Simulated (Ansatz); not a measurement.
Geometry optimisation, Ansatz, DFT PBE, scalar-relativistic, plane waves, PAW.

The input (input.yaml):

```yaml
crystal:
  lattice:
    - [0.0, 4.454, 4.454]
    - [4.454, 0.0, 4.454]
    - [4.454, 4.454, 0.0]
  atoms:
    - { symbol: Ta, position: [0.0, 0.0, 0.0] }
    - { symbol: C, position: [0.25, 0.25, 0.25] }
    - { symbol: Ta, position: [0.0, 0.0, 0.5] }
    - { symbol: C, position: [0.25, 0.25, 0.75] }
    - { symbol: Ta, position: [0.0, 0.5, 0.0] }
    - { symbol: C, position: [0.25, 0.75, 0.25] }
    - { symbol: Ta, position: [0.0, 0.5, 0.5] }
    - { symbol: C, position: [0.25, 0.75, 0.75] }
    - { symbol: Ta, position: [0.5, 0.0, 0.0] }
    - { symbol: C, position: [0.75, 0.25, 0.25] }
    - { symbol: Ta, position: [0.5, 0.0, 0.5] }
    - { symbol: C, position: [0.75, 0.25, 0.75] }
    - { symbol: Ta, position: [0.5, 0.5, 0.0] }
    - { symbol: C, position: [0.75, 0.75, 0.25] }
    - { symbol: Ta, position: [0.5, 0.5, 0.5] }
    - { symbol: C, position: [0.75, 0.75, 0.75] }
    - { symbol: F, position: [0.6185588, 0.6065296, 0.6383816] }
basis:
  ecutwfc: 420.0
kpoints:
  mp_grid: { grid: [2, 2, 2] }
hamiltonian:
  xc: pbe
  pseudopotentials: { kind: paw, azcp: { folder: soft_1 } }
scf:
  occupations: { method: fermi_dirac, width: 0.1 }
  lower_state_search: "off"
relax:
  f_tol: 0.08
  max_steps: 25
  adjacent_minimum: "off"
```

Launched with:

```bash
$ ansatz run input.yaml --threads 1 --pin off --max-ram 3072MiB --backend cpu --events-out ev --progress --plain --runs-dir out
```

Where does it end, and by what steps?

The forces met the threshold. Limits of this set-up: coarse k mesh, odd electron count without spin, a small cell, in which the defect meets its images. After 4 steps the energy has fallen by 3.238 eV; C12 moved furthest, 0.17 Å.

```csv
step,energy less start (eV),largest force component (eV/Å),accepted
0,0.0000,3.955,yes
1,-2.8124,1.673,yes
2,-3.1569,0.715,yes
3,-3.2289,0.181,yes
4,-3.2380,0.031,yes
```

```xyz
17
Lattice="0.0000 4.4540 4.4540 4.4540 0.0000 4.4540 4.4540 4.4540 0.0000" Properties=species:S:1:pos:R:3
Ta -0.013 -0.010 -0.018
C 2.216 2.219 2.211
Ta 2.237 2.240 -0.018
C 4.462 4.465 2.211
Ta 2.238 -0.010 2.232
C 4.462 2.219 4.457
Ta 4.367 2.315 2.306
C 6.776 4.360 4.351
Ta -0.013 2.241 2.232
C 2.216 4.465 4.457
Ta 2.311 4.370 2.307
C 4.356 6.779 4.351
Ta 2.312 2.315 4.361
C 4.357 4.360 6.771
Ta 4.367 4.370 4.361
C 6.776 6.779 6.771
F 5.566 5.569 5.561
```

Run time: 32 s on 1 thread of Arm Neoverse V1, with other jobs on the host, peak memory 0.48 GiB.
